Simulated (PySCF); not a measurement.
# Ways to converge the SCF of CdCl⁻

Do solver options change the result for CdCl⁻, or only the number of cycles?

Program: PySCF 2.14.0. Level of theory: method and basis as typed in the scripts. These are calculated values, not measurements.

2 further runs of the same task are left out: 2 that didn't finish.

### Step 1. Starting geometry

CdCl⁻: 2 atoms, charge -1, spin multiplicity 1.

Bond lengths: Cd1–Cl2 2.297 Å.

### Step 2. The base run

input.py

```python
from pyscf import gto, scf

mol = gto.M(
    atom='Cd 0 0 0; Cl 0 0 2.297',
    basis='crenbl',
    ecp={'Cd': 'crenbl', 'Cl': 'crenbl'},
    charge=-1,
    spin=0,
    verbose=4,
)
mf = scf.RHF(mol)
mf.kernel()
mf.stability(internal=True, external=True)
mf.dip_moment()
print('orbital energies (hartree):', mf.mo_energy[..., max(0, mol.nelec[1]-3):mol.nelec[0]+3].round(4))
```

Command:

```bash
$ OMP_NUM_THREADS=1 python input.py
```

Its log is not repeated here.

It gives: E(SCF) = -180.715719 Eh, 10 cycles, internal stable; real -> complex stable; RHF/RKS -> UHF/UKS stable.

The bond length is a typed value, not an optimised one. The dipole of an ion depends on the origin.

### Step 3. Point-group symmetry on

Run 1 changes point-group symmetry: off → on.

input.py

```python
from pyscf import gto, scf

mol = gto.M(
    atom='Cd 0 0 0; Cl 0 0 2.297',
    basis='crenbl',
    ecp={'Cd': 'crenbl', 'Cl': 'crenbl'},
    charge=-1,
    spin=0,
    symmetry=True,
    verbose=4,
)
mf = scf.RHF(mol)
mf.kernel()
mf.stability(internal=True, external=True)
mf.dip_moment()
print('orbital energies (hartree):', mf.mo_energy[..., max(0, mol.nelec[1]-3):mol.nelec[0]+3].round(4))
```

Command:

```bash
$ OMP_NUM_THREADS=1 python input.py
```

### Step 4. Damping 0.2

Run 2 changes damping: none → 0.2.

input.py, as its differences from that of step 2:

```diff
@@ -11,2 +11,4 @@
 mf = scf.RHF(mol)
+mf.damp = 0.2
+mf.diis_start_cycle = 8
 mf.kernel()
```

### Step 5. Damping 0.5

Run 3 changes damping: none → 0.5.

input.py, as its differences from that of step 2:

```diff
@@ -11,2 +11,4 @@
 mf = scf.RHF(mol)
+mf.damp = 0.5
+mf.diis_start_cycle = 8
 mf.kernel()
```

### Step 6. Initial guess chk

Run 4 changes initial guess: minao → chk.

input.py, as its differences from that of step 2:

```diff
@@ -11,2 +11,3 @@
 mf = scf.RHF(mol)
+mf.init_guess = 'chk'
 mf.kernel()
```

Q: Predict the outcome of this session. Wanted: for each run, E(SCF); from base; gap; after the SCF.

**Answer**, as computed:

```
                    run  E(SCF) (hartree)  from base (eV)  cycles  gap (eV)              after the SCF
                   base       -180.715719               0      10      7.07                     stable
point-group symmetry on       -180.715719          0.0000      10      7.07  stable (point group kept)
            damping 0.2       -180.715719          0.0000      13      7.07                     stable
            damping 0.5       -180.715719          0.0000      13      7.07                     stable
      initial guess chk       -180.715719          0.0000      10      7.07                     stable
```

Distance from each run's final energy (log10 hartree) by cycle:

```
                    run  cycle 1  cycle 2  cycle 3  cycle 5  cycle 8  cycle 12
                   base     -0.2     -0.5     -2.5     -4.6     -8.9      done
point-group symmetry on     -0.2     -0.5     -2.5     -4.6     -8.9      done
            damping 0.2     -0.2     -1.2     -2.0     -3.6     -5.6     < -11
            damping 0.5     -0.2     -1.2     -1.9     -2.8     -4.3      -9.1
      initial guess chk     -0.2     -0.5     -2.5     -4.6     -8.9      done
```

No change of the SCF energy comes from point-group symmetry on or damping 0.2 or damping 0.5 or initial guess chk. PySCF falls back to minao for a guess that it doesn't know or can't read, so that run repeats the base. The base needs 10 cycles and the run with damping 0.2 needs 13.
